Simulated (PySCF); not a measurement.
# HoOCl: other functionals and bases at one geometry

One table from this session's results is given with a row withheld; the runs are named, their logs left out.

The runs use PySCF 2.14.0; several levels, as the steps say, no spin–orbit coupling.

1 further run of the same task is left out (for a known fault of the program).

**The starting structure**

3 atoms, charge 0, spin multiplicity 1.

Bond lengths: Ho1–O2 1.806 Å, Ho1–Cl3 2.503 Å. Angles: O2–Ho1–Cl3 115.9°.

As a file:

```mol
ClHoO
  3D, bonds by distance, orders not assigned

  3  2  0  0  0  0  0  0  0  0999 V2000
    0.2392    0.0000   -0.3829 Ho  0  0
    1.7414    0.0000    0.6199 O   0  0
   -1.9212    0.0000    0.8814 Cl  0  0
  1  2  8  0
  1  3  8  0
M  END
```

Formal oxidation states: Ho +3. Each metal's 10 4f electrons lie in its core potential, so multiplicities, spins and levels count the valence alone. An earlier session relaxed this geometry at PBE0, Ho lcecp-1-SVP with ECP56, O def2-SVP, Cl def2-SVP (singlet, point group Cs).

At PBE0 on the finer grid: E = -572.740083 Eh, HOMO -7.02 eV, LUMO -2.62 eV, Mulliken charge on Ho1 +0.81 e, largest force component 0.011 eV/Å. 

Levels to run: B3LYP; HF; PBE0, TZVP. Hardware: 2 threads of Arm Neoverse V1, shared host.

The first run:

run.py (the lines that set the calculation) reads:

```python
mol = gto.M(atom='''
Ho     0.23923     0.00000    -0.38293
O      1.74144     0.00000     0.61987
Cl    -1.92124     0.00000     0.88141''',
    basis={'Ho': 'lcecp-1-SVP', 'O': 'def2-SVP', 'Cl': 'def2-SVP'},
    ecp={'Ho': 'lcecp-1-SVP'},
    charge=0, spin=0)
mf = dft.RKS(mol, xc='B3LYP')
mf.grids.atom_grid = (75, 302)  # f atoms: unpruned, at least (60, 302)
mf = mf.density_fit()  # fitting sets: Ho AutoAux, O def2-universal-JKFIT, Cl def2-universal-JKFIT
mf.conv_tol = 1e-08; mf.max_cycle = 55
mf.kernel(dm0)  # dm0: the density of the relaxed state
```

Started as:

```
$ OMP_NUM_THREADS=2 python run.py
```

Among the steps run: B3LYP; HF; PBE0, TZVP.

One of the session's tables, all rows but one given; the rest of the session is left out.

| level | HOMO (eV) | gap (eV) | charge on Ho1 (e) | dipole (D) | largest force component (eV/Å) |
| --- | --- | --- | --- | --- | --- |
| PBE0 (relaxed here) | -7.02 | 4.40 | 0.81 | 7.44 | 0.01 |
| B3LYP | ? | ? | ? | ? | ? |
| HF | -10.46 | 9.66 | 1.14 | 8.71 | 0.69 |
| PBE0, TZVP | -7.01 | 4.40 | 1.23 | 7.67 | 0.14 |

**Question.** Estimate the row for B3LYP.

The run gave: HOMO (eV): -6.74; gap (eV): 3.80; charge on Ho1 (e): 0.75; dipole (D): 7.29; largest force component (eV/Å): 0.49. In the column «HOMO (eV)» it is the highest.

In one basis the HOMO–LUMO gap runs from 3.80 eV (B3LYP) to 9.66 eV (HF). The largest leftover force, 0.69 eV/Å with HF, stands at a geometry relaxed at another level. With 4f in the core, its levels are missing from HOMO and gap, and its count is fixed, so no charge can pass from the ligands into it. Total energies of different levels can't be compared.
